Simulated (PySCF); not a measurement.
# KSr+: from the state search to spectroscopic constants

One job finds the state of KSr+, follows it along the bond with each method and fits the curves.

The runs use PySCF 2.14.0; K def2-SVP, Sr def2-SVP with ECP28, scalar-relativistic core potentials.

## 1. The job

Settings of the job:

```
atoms                         : K, Sr
charge                        : 1
basis                         : K def2-SVP, Sr def2-SVP with ECP28
Hamiltonian                   : scalar-relativistic core potentials
basis functions               : 47
electrons treated             : 28
masses in u                   : 38.9637, 87.9056
levels                        : PBE0, PBE, r²SCAN, B97-3, TPSSh, r²SCAN0, HF, MP2, SCS-MP2, CCSD, CCSD(T)
grid                          : 80 radial by 434 angular points
occupations                   : held fixed by the projection of orbital angular momentum
dissociation limit            : K+ + Sr, each in its ground configuration
starting distance in angstrom : 3.755
values of 2S to try           : 0, 2
```

Run with:

```bash
> OMP_NUM_THREADS=1 python dia.py task.json out
```

The runs that follow: PBE0 along the bond; Other states along the same grid; PBE (GGA); r²SCAN (meta-GGA); B97-3; TPSSh; r²SCAN0 (hybrid meta-GGA); RHF (mean field); Adding correlation.

**Question.** What will these runs give? Wanted: for each run, Re; ωe; De; μ.

As calculated:

Lowest PBE0 solution found, without spin–orbit coupling: ¹Σ⁺ (singlet), closed shell. State 2 has its PBE0 minimum 1.05 eV higher. State 3 has its PBE0 minimum 1.56 eV higher. The other levels ran on the lowest alone.

```
      level  Re (Å)  ωe (cm⁻¹)  De (eV)  μ (D)
        RHF   4.528       66.7    0.482  -7.05
    RHF-MP2   4.338       69.8     0.51    n/a
RHF-SCS-MP2   4.366       68.8    0.499    n/a
   RHF-CCSD   4.358       70.0     0.53    n/a
RHF-CCSD(T)   4.353       70.2     0.54    n/a
        PBE   4.268       75.2     0.65  -6.03
     r²SCAN   4.348       73.4     0.56  -6.69
      TPSSh   4.332       74.6     0.64  -5.95
       PBE0   4.282       76.2     0.62  -6.11
    r²SCAN0   4.328       74.2     0.56  -6.60
      B97-3   4.320       75.1     0.56  -6.57
```

De is counted to K+ + Sr in their ground configurations. A positive dipole points from K to Sr; in an ion it is taken about the centre of mass and does not tell which atom is negative.

In words: The methods spread over 0.260 Å in bond length, from PBE to RHF. CCSD(T) can't serve as the judge here: for a weak bond in this basis it is far from its limit. Among the levels with a De in the table, it runs from 0.482 eV (RHF) to 0.65 eV (PBE).

Correlated steps freeze 5 core orbitals. Spin–orbit coupling is left out.
